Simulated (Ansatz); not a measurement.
# NaTl: the cost of one run

Method: DFT r2SCAN, scalar-relativistic, plane waves, PAW, in Ansatz 0.2.0.

**1. The structure to begin with**

The structure is cubic, space group Fd-3m (No. 227). The conventional cell has a = 7.471 Å, b = 7.471 Å, c = 7.471 Å, α = 90.00°, β = 90.00°, γ = 90.00°. Na (site symmetry -43m) has 4 Na at 3.23 Å and 4 Tl at 3.23 Å in its first shell of neighbours. Tl (site symmetry -43m) is surrounded by 4 Na at 3.23 Å and 4 Tl at 3.23 Å.

As a file:

```xyz
4
Lattice="0.0000 3.7353 3.7353 3.7353 0.0000 3.7353 3.7353 3.7353 0.0000" Properties=species:S:1:pos:R:3 pbc="T T T"
Na    3.7353    3.7353    3.7353
Na    5.6029    5.6029    5.6029
Tl    0.0000    0.0000    0.0000
Tl    1.8677    1.8677    1.8677
```

Source of the structure: the Crystallography Open Database.

(A quick probe on a coarse mesh, which set the mesh and smearing, is not shown.)

**3. The relaxation**

File input.yaml:

```yaml
crystal:
  lattice:
    - [0.0, 3.7353, 3.7353]
    - [3.7353, 0.0, 3.7353]
    - [3.7353, 3.7353, 0.0]
  atoms:
    - { symbol: Na, position: [0.5, 0.5, 0.5] }
    - { symbol: Na, position: [0.75, 0.75, 0.75] }
    - { symbol: Tl, position: [0.0, 0.0, 0.0] }
    - { symbol: Tl, position: [0.25, 0.25, 0.25] }
basis:
  ecutwfc: 500
kpoints:
  mp_grid: { grid: [10, 10, 10] }
hamiltonian:
  xc: r2scan
scf:
  occupations: { method: gaussian, width: 0.1 }
output:
  forces: true
  stress: true
  eigenvalues: true
relax:
  adjacent_minimum: "off"
  f_tol: 0.005
  max_steps: 80
  cell: { stress_tol: 0.05 }
```

Command:

```
> ansatz run input.yaml --threads 1 --pin off --max-ram 2560MiB --backend cpu --events-out ev --progress --plain --runs-dir out
```

**Question.** How long does this run take on 1 thread of Arm Neoverse V1, shared host, and how much memory does it need?

About 69 s, with a peak of 0.71 GiB.
